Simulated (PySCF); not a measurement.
# Cl⁻ at other levels of theory

Aim: see what other levels and later steps give for Cl⁻.

The runs use PySCF 2.14.0; each script names its method and basis.

1 further run of the same task is left out (it didn't finish).

### 1 The atom

Cl⁻: 1 atom, charge -1, spin multiplicity 1.

### 2 The base run

Contents of input.py:

```python
from pyscf import gto, scf, cc

mol = gto.M(
    atom='Cl 0 0 0',
    basis='def2-tzvpp',
    charge=-1,
    spin=0,
    symmetry=True,
    verbose=4,
)
mf = scf.UHF(mol)
mf = mf.density_fit(auxbasis='def2-universal-jkfit')
mf.kernel()
mycc = cc.CCSD(mf, frozen=5)
mycc.kernel()
mycc.ccsd_t()
mf.dip_moment()
print('orbital energies (hartree):', [e[max(0, n-3):n+3].round(4) for e, n in zip(mf.mo_energy, mol.nelec)])
```

On the command line:

```sh
> python input.py
```

Its log is not repeated here.

It gives: E(SCF) = -459.555650 Eh, 6 cycles, E(CCSD) − E(SCF) = -0.21528 Eh, (T) = -0.00738 Eh.

### 3 RHF

Variant 1 changes SCF type: UHF → RHF.

Contents of input.py:

```python
from pyscf import gto, scf, cc

mol = gto.M(
    atom='Cl 0 0 0',
    basis='def2-tzvpp',
    charge=-1,
    spin=0,
    symmetry=True,
    verbose=4,
)
mf = scf.RHF(mol)
mf = mf.density_fit(auxbasis='def2-universal-jkfit')
mf.kernel()
mycc = cc.CCSD(mf, frozen=5)
mycc.kernel()
mycc.ccsd_t()
mf.dip_moment()
print('orbital energies (hartree):', mf.mo_energy[..., max(0, mol.nelec[1]-3):mol.nelec[0]+3].round(4))
```

On the command line:

```sh
> python input.py
```

### 4 Pbe (UKS)

Variant 2 changes functional: none (Hartree–Fock) → pbe; SCF type: UHF → UKS; step after the SCF: ccsd(t) → analyze.

Contents of input.py:

```python
from pyscf import gto, dft

mol = gto.M(
    atom='Cl 0 0 0',
    basis='def2-tzvpp',
    charge=-1,
    spin=0,
    symmetry=True,
    verbose=4,
)
mf = dft.UKS(mol, xc='pbe')
mf = mf.density_fit(auxbasis='def2-universal-jkfit')
mf.kernel()
mf.analyze()
print('orbital energies (hartree):', [e[max(0, n-3):n+3].round(4) for e, n in zip(mf.mo_energy, mol.nelec)])
```

### 5 Stability test

Variant 3 changes step after the SCF: ccsd(t) → stability; point-group symmetry: on → off.

Edit input.py of step 2 so:

```diff
@@ -1,2 +1,2 @@
-from pyscf import gto, scf, cc
+from pyscf import gto, scf
 
@@ -7,3 +7,2 @@
     spin=0,
-    symmetry=True,
     verbose=4,
@@ -13,5 +12,3 @@
 mf.kernel()
-mycc = cc.CCSD(mf, frozen=5)
-mycc.kernel()
-mycc.ccsd_t()
+mf.stability(internal=True, external=True)
 mf.dip_moment()
```

### 6 MP2

Variant 4 changes step after the SCF: ccsd(t) → mp2; frozen orbitals: 5 → none.

Edit input.py of step 2 so:

```diff
@@ -1,2 +1,2 @@
-from pyscf import gto, scf, cc
+from pyscf import gto, scf, mp
 
@@ -13,5 +13,3 @@
 mf.kernel()
-mycc = cc.CCSD(mf, frozen=5)
-mycc.kernel()
-mycc.ccsd_t()
+mp.MP2(mf).kernel()
 mf.dip_moment()
```

What does the calculation give? Wanted: for each run, E(SCF); from base; gap; after the SCF.

As calculated:

```
           run  E(SCF) (hartree)  from base (eV)  cycles  gap (eV)                               after the SCF
          base       -459.555650               0       6     24.66  CCSD(T) correlation -6.059 eV, core frozen
           RHF       -459.555650          0.0000       6     24.66  CCSD(T) correlation -6.059 eV, core frozen
     pbe (UKS)       -460.078473  not comparable       7     14.80                                         n/a
stability test       -459.555650          0.0000       6     24.66                                      stable
           MP2       -459.555650          0.0000       6     24.66                   MP2 correlation -9.854 eV
```

**Reading.** No change of the SCF energy comes from RHF. A lower total energy from another functional means nothing by itself.
